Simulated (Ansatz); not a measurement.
**CF3NSn: a ladder of functionals and wavefunction methods**

How much do the methods differ for CF3NSn? The plan is to run it at one geometry with functionals of several rungs and with coupled cluster. The yardstick is the atomisation energy at the CCSD(T) limit.

Computed with Ansatz 0.2.0, Gaussian basis. Level: functionals in def2-TZVPP, the program's frozen cores in correlated methods.

Levels to be run: LDA (SPW92), PBE-D4, revPBE-D4, BLYP-D4, r2SCAN-D4, B97M-V, PBE0-D4, B3LYP-D4, r2SCANh-D4, r2SCAN0-D4, HSE06-D4, BHLYP-D4, CAM-B3LYP-D4, LC-ωPBE, ωB97X-V, ωB97M-V, B2PLYP, PBE-QIDH; CCSD(T)/def2-SVP; CCSD(T)/def2-TZVPP; CCSD(T)/def2-QZVPP; extrapolation to the limit; RPA on PBE.

1 further run of the same task is left out (for a known fault of the program).

## 1. The relaxed structure

All runs share one geometry, relaxed beforehand with PBE0-D4 in a triple-zeta def2 set. Sn takes the def2 core potential; no spin-orbit term is included.

SMILES `N#[C][Sn]([F])([F])[F]`, 6 atoms, charge 0, spin multiplicity 1.

Atoms are counted from 1 here; the program's logs count them from 0.

Bond lengths: N1–C2 1.151 Å, C2–Sn3 2.067 Å, Sn3–F4 1.879 Å, Sn3–F5 1.879 Å, Sn3–F6 1.879 Å. Angles: N1–C2–Sn3 179.8°, C2–Sn3–F4 111.3°, C2–Sn3–F5 111.3°, C2–Sn3–F6 111.3°, F4–Sn3–F5 107.6°, F4–Sn3–F6 107.6°, F5–Sn3–F6 107.6°.

Geometry (Å):

| atom | x (Å) | y (Å) | z (Å) |
| --- | --- | --- | --- |
| N1 | 1.7562 | -1.6389 | 1.2007 |
| C2 | 1.0031 | -0.9389 | 0.6843 |
| Sn3 | -0.3457 | 0.3175 | -0.2512 |
| F4 | -1.7635 | -0.6502 | -1.0143 |
| F5 | 0.4771 | 1.2982 | -1.6261 |
| F6 | -1.0852 | 1.5483 | 0.9602 |

## 2. LDA

This LDA is Slater exchange with PW92 correlation.

in.yaml reads:

```yaml
crystal:
  periodic: [false, false, false]
  atoms:
    - {symbol: N, position_ang: [1.756244, -1.638914, 1.200683]}
    - {symbol: C, position_ang: [1.003150, -0.938906, 0.684319]}
    - {symbol: Sn, position_ang: [-0.345665, 0.317542, -0.251151]}
    - {symbol: F, position_ang: [-1.763534, -0.650167, -1.014296]}
    - {symbol: F, position_ang: [0.477103, 1.298219, -1.626102]}
    - {symbol: F, position_ang: [-1.085198, 1.548326, 0.960249]}
basis:
  gaussian: {orbitals: def2-TZVPP}
hamiltonian: {xc: lda}
output: {orbitals: {seedname: orbitals}}
```

Started as:

```sh
> ansatz run in.yaml --threads 2 --pin off --events-out ev --progress --plain --max-ram 32768MiB --backend cpu
```

After this run come: PBE-D4 (GGA); revPBE-D4 (GGA); BLYP-D4 (GGA); r2SCAN-D4 (meta-GGA); B97M-V (meta-GGA); B3LYP-D4 (hybrid); r2SCANh-D4 (hybrid); r2SCAN0-D4 (hybrid); HSE06-D4 (hybrid); BHLYP-D4 (hybrid); CAM-B3LYP-D4 (range-separated); LC-ωPBE (range-separated); ωB97X-V (range-separated); ωB97M-V (range-separated); B2PLYP (double hybrid); PBE-QIDH (double hybrid); CCSD(T) in def2-SVP; CCSD(T) in def2-TZVPP; CCSD(T) in def2-QZVPP; RPA on PBE orbitals.

Q: Predict the results of all the runs planned. Wanted: atomisation energy, CCSD(T)/CBS; farthest beyond LDA; mean size of error, GGA; mean size of error, meta-GGA; mean size of error, hybrid; mean size of error, range-separated; mean size of error, double hybrid; gap, smallest and largest; T1 diagnostic.

**Answer**, as computed:

| quantity | value |
| --- | --- |
| atomisation energy, CCSD(T)/CBS | 2428.0 kJ/mol |
| functionals within 24.3 kJ/mol (1.0 %) | revPBE-D4, BLYP-D4, B97M-V, LC-ωPBE, ωB97X-V |
| farthest beyond LDA | BHLYP-D4 (-230.0 kJ/mol) |
| mean size of error, GGA | 39.8 kJ/mol |
| mean size of error, meta-GGA | 24.9 kJ/mol |
| mean size of error, hybrid | 110.9 kJ/mol |
| mean size of error, range-separated | 23.2 kJ/mol |
| mean size of error, double hybrid | 67.3 kJ/mol |
| gap, smallest and largest | 5.28 eV (LDA (SPW92)), 13.67 eV (LC-ωPBE) |
| T1 diagnostic | 0.0153 |
| triples share of the correlation energy | 3.5 % |

LDA overbinds by 440.0 kJ/mol (18 %). PBE-D4 is off by +84.5 kJ/mol. Double hybrids carry the basis error of their MP2 part in triple zeta, and no dispersion term here, so their miss is partly the set-up's. By mean error the best rung here is range-separated (23.2 kJ/mol) and the worst beyond LDA is hybrid (110.9 kJ/mol). The gap between the best rungs is small, so their order is not settled. The mean of the hybrids holds BHLYP, with half exact exchange. RPA and LDA stand outside this count. The reference freezes the cores and leaves out spin-orbit coupling and excitations past (T), and its outer-core shells are covered unevenly, so misses under about 24.3 kJ/mol can't be ranked. All levels share the lack of spin-orbit coupling, which lowers the free heavy atoms and so the true binding. Hartree-Fock recovers 61 % of the binding; the rest is correlation. CCSD(T) in def2-SVP is off by -238.7 kJ/mol, more than most functionals: a good method in a small basis is no reference. Orbital gaps span 5.3 to 13.7 eV; exact exchange widens them. Correlated methods include outer-core shells of Sn, which these sets cover unevenly.
